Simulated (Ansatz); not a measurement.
# AlH₃O₃ + NH₃: a complex and its separated parts

The complex below is one end of an elementary step. How strongly is it bound against its free parts?

The runs use Ansatz 0.2.0, Gaussian basis; PBE0-D4/def2-TZVP structures, single points in def2-TZVPP, no counterpoise correction.

Levels: SPW92, PBE-D4, BLYP-D4, r2SCAN-D4, B97M-V, PBE0-D4, B3LYP-D4, r2SCAN0-D4, BHLYP-D4, CAM-B3LYP-D4, wB97X-V, wB97M-V, B2PLYP, PBE-QIDH, RPA on PBE, Hartree-Fock, MP2, CCSD, CCSD(T).

Correlated methods freeze the cores. B3LYP uses VWN-RPA correlation. B2PLYP carries no dispersion term here.

94 further runs of the same task are left out: 94 set aside as unsound or not needed.

## (1) The starting structure

The complex: 11 atoms, charge 0, spin multiplicity 1.

Atoms are counted from 1 here; the program's logs count them from 0.

Bond lengths: Al1–O2 1.723 Å, Al1–O3 1.723 Å, Al1–O4 1.723 Å, Al1–N6 2.014 Å, O2–H7 0.955 Å, O3–H8 0.955 Å, O4–H9 0.955 Å, H5–N6 1.014 Å, N6–H10 1.014 Å, N6–H11 1.014 Å. Angles: O2–Al1–O3 117.4°, O2–Al1–O4 117.4°, O2–Al1–N6 99.3°, O3–Al1–O4 117.4°, O3–Al1–N6 99.4°, O4–Al1–N6 99.3°, Al1–O2–H7 120.5°, Al1–O3–H8 120.6°, Al1–O4–H9 120.6°, Al1–N6–H5 110.0°, Al1–N6–H10 110.0°, Al1–N6–H11 110.0°, H5–N6–H10 108.9°, H5–N6–H11 108.9°, H10–N6–H11 108.9°.

Geometry (Å):

```mol
AlH6NO3
  3D, bonds by distance, orders not assigned

 11 10  0  0  0  0  0  0  0  0999 V2000
    0.1347   -0.5097    0.0024 Al  0  0
    1.2264   -0.5147   -1.3305 O   0  0
    0.8120   -0.6150    1.5830 O   0  0
   -1.4203   -1.2094   -0.2426 O   0  0
    0.1924    1.9455   -0.6715 H   0  0
   -0.3798    1.4376   -0.0054 N   0  0
    1.0943   -1.1119   -2.0634 H   0  0
    1.7017   -0.9372    1.7094 H   0  0
   -1.7631   -1.8588    0.3673 H   0  0
   -1.3551    1.5373   -0.2660 H   0  0
   -0.2433    1.8364    0.9173 H   0  0
  1  2  8  0
  1  3  8  0
  1  4  8  0
  1  6  8  0
  2  7  8  0
  3  8  8  0
  4  9  8  0
  5  6  8  0
  6 10  8  0
  6 11  8  0
M  END
```

Its parts: AlH₃O₃ holds atoms 1, 2, 3, 4, 7, 8, 9; NH₃ holds atoms 5, 6, 10, 11. Each part counts its atoms afresh in its own runs.

## (2) Relaxing AlH₃O₃ alone

relax-a/in.yaml

```yaml
crystal:
  periodic: [false, false, false]
  atoms:
    - {symbol: Al, position_ang: [0.134748, -0.509722, 0.002439]}
    - {symbol: O, position_ang: [1.226448, -0.514681, -1.330469]}
    - {symbol: O, position_ang: [0.812018, -0.615039, 1.583024]}
    - {symbol: O, position_ang: [-1.420304, -1.209375, -0.242568]}
    - {symbol: H, position_ang: [1.094262, -1.111888, -2.063429]}
    - {symbol: H, position_ang: [1.701659, -0.937172, 1.709445]}
    - {symbol: H, position_ang: [-1.763111, -1.858825, 0.367251]}
basis:
  gaussian: {orbitals: def2-TZVP}
hamiltonian: {xc: pbe0, dispersion: d4}
relax: {f_tol: 0.005, max_steps: 200}
```

The run is started by

```sh
ansatz run in.yaml --threads 8 --pin off --events-out ev --progress --plain --max-ram 19148MiB
```

The runs that follow: Relaxing NH₃ alone; SPW92/def2-TZVPP; PBE-D4/def2-TZVPP; BLYP-D4/def2-TZVPP; r2SCAN-D4/def2-TZVPP; B97M-V/def2-TZVPP; PBE0-D4/def2-TZVPP; B3LYP-D4/def2-TZVPP; r2SCAN0-D4/def2-TZVPP; BHLYP-D4/def2-TZVPP; CAM-B3LYP-D4/def2-TZVPP; wB97X-V/def2-TZVPP; wB97M-V/def2-TZVPP; B2PLYP/def2-TZVPP; PBE-QIDH/def2-TZVPP; RPA on PBE/def2-TZVPP; CCSD(T)/def2-TZVPP; Vibrations of AlH₃O₃; Vibrations of NH₃.

Before running it: what results should come out? Wanted: complex less parts, CCSD(T)/def2-TZVPP; with zero-point energy; largest T1 diagnostic.

**Answer**, as computed:

| quantity | value |
| --- | --- |
| complex less parts, CCSD(T)/def2-TZVPP | -29.8 kcal/mol |
| with zero-point energy | -27.4 kcal/mol |
| largest T1 diagnostic | 0.012 |

At CCSD(T) the complex lies 29.8 kcal/mol below its parts. Among the functionals B97M-V lands nearest to CCSD(T) (+0.2 kcal/mol) and SPW92 farthest (-5.4 kcal/mol). Mean unsigned error by rung: LDA 5.4, GGA 1.4, meta-GGA 0.6, hybrid 1.2, range-separated hybrid 0.5, double hybrid 1.4 kcal/mol. PBE-D4 gives a relative energy 0.6 kcal/mol too high, inside chemical accuracy (1 kcal/mol). No counterpoise was applied, and triple zeta lacks some correlation, so the CCSD(T) reference has a basis error of its own, and close matches with it are partly luck.
